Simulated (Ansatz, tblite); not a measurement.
**Cr(NH2)3 (CrN3H6): a ladder of methods and basis sets**

Aim: run the quartet of Cr(NH2)3 (CrN3H6) at one geometry on many levels, and compare frontier levels, spin and run time.

The runs use Ansatz 0.2.0, Gaussian basis; as each input shows.

Plan: GFN1-xTB, GFN2-xTB, PBE-D4/def2-TZVP, r2SCAN-D4/def2-TZVP, ωB97X-V/def2-TZVP, BLYP-D4/def2-TZVP, B2PLYP/def2-TZVP, BHLYP-D4/def2-TZVP, CAM-B3LYP-D4/def2-TZVP, PBE+10HF/def2-SVP, PBE+15HF/def2-SVP, PBE+40HF/def2-SVP, PBE-D4/def2-SVP, PBE0-D4/def2-SVP, HF/STO-3G, HF/6-31G, B3LYP-D4/6-31G, PBE0-D4/def2-TZVPD, PBE-D4/def2-TZVPD, r2SCAN-D4/def2-TZVPD, CCSD(T)/def2-TZVP, RPA/def2-TZVP.

### 1 The relaxed structure

The quartet was relaxed beforehand with r2SCAN-D4/def2-SVP.

10 atoms, charge 0, spin multiplicity 4.

Bond lengths: Cr1–N2 1.834 Å, Cr1–N5 1.834 Å, Cr1–N8 1.834 Å, N2–H3 1.019 Å, N2–H4 1.019 Å, N5–H6 1.019 Å, N5–H7 1.019 Å, N8–H9 1.019 Å, N8–H10 1.019 Å. Angles: N2–Cr1–N5 120.0°, N2–Cr1–N8 120.0°, N5–Cr1–N8 120.0°, Cr1–N2–H3 125.4°, Cr1–N2–H4 125.4°, H3–N2–H4 109.2°, Cr1–N5–H6 125.4°, Cr1–N5–H7 125.4°, H6–N5–H7 109.2°, Cr1–N8–H9 125.4°, Cr1–N8–H10 125.4°, H9–N8–H10 109.2°.

Formally the metal is d3. No spin-orbit coupling is included.

PBE0-D4/def2-TZVP was run before; its log isn't repeated, and its numbers join the tables.

### 2 GFN1-xTB

Tight binding, by tblite at 300 K electronic temperature and without a spin-polarisation term:

```python
tblite.interface.Calculator('GFN1-xTB', numbers, positions, charge=0, uhf=3).singlepoint()
```

Energy -398.3039 eV; 0.007 s.

### 3 GFN2-xTB

Tight binding, by tblite at 300 K electronic temperature and without a spin-polarisation term:

```python
tblite.interface.Calculator('GFN2-xTB', numbers, positions, charge=0, uhf=3).singlepoint()
```

Energy -374.3008 eV; 0.006 s.

### 4 PBE-D4/def2-TZVP

start.molden holds the orbitals of an earlier run on this state, given as this run's starting guess.

The input, in.yaml:

```yaml
crystal:
  periodic: [false, false, false]
  atoms:
    - {symbol: Cr, position_ang: [0.000043, 0.000133, -0.000318]}
    - {symbol: N, position_ang: [1.833888, -0.005765, -0.009457]}
    - {symbol: H, position_ang: [2.419789, -0.334086, -0.776188]}
    - {symbol: H, position_ang: [2.429453, 0.318654, 0.751630]}
    - {symbol: N, position_ang: [-0.912122, 1.591063, 0.004810]}
    - {symbol: H, position_ang: [-1.485352, 1.940868, 0.771673]}
    - {symbol: H, position_ang: [-0.927089, 2.265925, -0.759018]}
    - {symbol: N, position_ang: [-0.921695, -1.585113, 0.004577]}
    - {symbol: H, position_ang: [-0.931975, -2.260008, 0.768459]}
    - {symbol: H, position_ang: [-1.504928, -1.931682, -0.756169]}
basis:
  gaussian: {orbitals: def2-TZVP, initial_orbitals: start.molden}
magnetization: {spin_polarized: true, initial_magnetization: 3}
hamiltonian: {xc: pbe, dispersion: d4}
scf: {omitted_lower_state_checks: [starts]}
output: {forces: true, orbitals: {seedname: orbitals}}
```

On the command line:

```sh
ansatz run in.yaml --threads 4 --pin off --events-out ev --progress --plain --max-ram 8704MiB
```

Further steps of the session: r2SCAN-D4/def2-TZVP; ωB97X-V/def2-TZVP; BLYP-D4/def2-TZVP; B2PLYP/def2-TZVP; BHLYP-D4/def2-TZVP; CAM-B3LYP-D4/def2-TZVP; PBE+10HF/def2-SVP; PBE+15HF/def2-SVP; PBE+40HF/def2-SVP; PBE-D4/def2-SVP; PBE0-D4/def2-SVP; HF/STO-3G; HF/6-31G; B3LYP-D4/6-31G; PBE0-D4/def2-TZVPD; PBE-D4/def2-TZVPD; r2SCAN-D4/def2-TZVPD; CCSD(T)/def2-TZVP; RPA/def2-TZVP.

Q: Predict the results of all the runs planned. Wanted: gap in def2-TZVP, named functionals, smallest and largest; gap over the share of exact exchange; correlation energy, CCSD(T)/def2-TZVP; binding an atom, CCSD(T)/def2-TZVP; ⟨S²⟩ in def2-TZVP, named functionals, smallest and largest; PBE0 total energy, smallest basis above largest.

As calculated:

| quantity | value |
| --- | --- |
| gap in def2-TZVP, named functionals, smallest and largest | 2.27 eV (BLYP-D4), 9.18 eV (ωB97X-V) |
| gap over the share of exact exchange | 2.63 eV at 0, 6.30 eV at 0.4 |
| correlation energy, CCSD(T)/def2-TZVP | -30.78 eV |
| binding an atom, CCSD(T)/def2-TZVP | 3.126 eV |
| ⟨S²⟩ in def2-TZVP, named functionals, smallest and largest | 3.787, 3.827 |
| PBE0 total energy, smallest basis above largest | 9.74 eV (def2-SVP, def2-TZVPD) |

**Reading.** Orbital gaps of the named functionals in def2-TZVP span 2.27 eV (BLYP-D4) to 9.18 eV (ωB97X-V); exact exchange widens it. Raising the share of exact exchange from 0 to 0.4 moves the HOMO by -2.09 eV and the LUMO by +1.58 eV. A small miss in a minimal or small basis is a cancelling of errors, not accuracy. The functionals in def2-TZVP miss CCSD(T)/def2-TZVP by -0.009 (BHLYP-D4) to +0.306 eV (BLYP-D4) an atom. CCSD(T)/def2-TZVP isn't at the basis-set limit; small misses against it rank nothing. Over the named functionals in def2-TZVP spin contamination reaches 0.08 (r2SCAN-D4), which is small.
